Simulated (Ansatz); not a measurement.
**C2H6N2OSi: up Jacob's ladder to CCSD(T)**

The task here is to estimate one member of a computed series from the others.

The runs use Ansatz 0.2.0, Gaussian basis; functionals in def2-TZVPP, the program's frozen cores in correlated methods.

Levels to be run: PBE-D4, r2SCAN-D4, PBE0-D4, B3LYP-D4, ωB97X-V, ωB97M-V, B2PLYP; CCSD(T)/def2-TZVPP; MP2/def2-QZVPP; extrapolation to the limit.

### Structure used throughout

All runs share one geometry, relaxed beforehand with PBE0-D4 in a triple-zeta def2 set.

SMILES `O=C[SiH]1NCN1`, 12 atoms, charge 0, spin multiplicity 1.

Atoms are counted from 1 here; the program's logs count them from 0.

Bond lengths: O1–C2 1.208 Å, C2–Si3 1.924 Å, C2–H7 1.120 Å, Si3–N4 1.719 Å, Si3–N6 1.723 Å, Si3–H8 1.494 Å, N4–C5 1.472 Å, N4–H9 1.006 Å, C5–N6 1.473 Å, C5–H10 1.097 Å, C5–H11 1.097 Å, N6–H12 1.005 Å. Angles: O1–C2–Si3 120.6°, O1–C2–H7 119.0°, Si3–C2–H7 120.4°, C2–Si3–N4 114.7°, C2–Si3–N6 116.2°, C2–Si3–H8 105.5°, N4–Si3–N6 80.8°, N4–Si3–H8 120.1°, N6–Si3–H8 118.7°, Si3–N4–C5 90.5°, Si3–N4–H9 128.1°, C5–N4–H9 118.3°, N4–C5–N6 98.4°, N4–C5–H10 112.5°, N4–C5–H11 112.4°, N6–C5–H10 112.4°, N6–C5–H11 112.2°, H10–C5–H11 108.7° and more.

Set-up of the first run:

Input file in.yaml:

```yaml
crystal:
  periodic: [false, false, false]
  atoms:
    - {symbol: O, position_ang: [-2.112986, -1.727998, -0.633830]}
    - {symbol: C, position_ang: [-0.992252, -1.613821, -1.070824]}
    - {symbol: Si, position_ang: [0.380286, -0.751441, -0.033901]}
    - {symbol: N, position_ang: [-0.199771, 0.203205, 1.272205]}
    - {symbol: C, position_ang: [0.291853, 1.425000, 0.614840]}
    - {symbol: N, position_ang: [0.883787, 0.802820, -0.582077]}
    - {symbol: H, position_ang: [-0.762451, -2.022414, -2.087701]}
    - {symbol: H, position_ang: [1.417999, -1.798784, 0.206700]}
    - {symbol: H, position_ang: [-1.123691, 0.215110, 1.670047]}
    - {symbol: H, position_ang: [-0.517859, 2.122724, 0.366970]}
    - {symbol: H, position_ang: [1.038971, 1.953266, 1.220495]}
    - {symbol: H, position_ang: [1.773214, 1.137231, -0.908923]}
basis:
  gaussian: {orbitals: def2-TZVPP}
hamiltonian: {xc: pbe, dispersion: d4}
output: {forces: true, orbitals: {seedname: orbitals}}
```

On the command line:

```console
> ansatz run in.yaml --threads 4 --pin off --events-out ev --progress --plain --max-ram 10444MiB
```

Steps of the session up to this table: PBE-D4 (GGA); r2SCAN-D4 (meta-GGA); PBE0-D4 (hybrid); B3LYP-D4 (hybrid); ωB97X-V (range-separated); ωB97M-V (range-separated); B2PLYP (double hybrid); CCSD(T) in def2-TZVPP; MP2 in def2-QZVPP.

One of the session's tables, all rows but one given; the rest of the session is left out.

It belongs to the step «Atomisation energies». 

```
            method  atomisation energy (kcal/mol)
            PBE-D4                         1138.4
         r2SCAN-D4                         1100.8
           PBE0-D4                         1107.1
          B3LYP-D4                         1105.4
           ωB97X-V                         1110.7
           ωB97M-V                              ?
            B2PLYP                         1091.4
     HF/def2-TZVPP                          740.5
    MP2/def2-TZVPP                         1090.6
   CCSD/def2-TZVPP                         1043.9
CCSD(T)/def2-TZVPP                         1065.3
           MP2/CBS                         1127.3
       CCSD(T)/CBS                         1102.0
```

**Question.** Estimate the row for ωB97M-V.

As computed: atomisation energy (kcal/mol): 1109.6. In the column «atomisation energy (kcal/mol)» it lies between PBE0-D4 (1107.1) and ωB97X-V (1110.7).
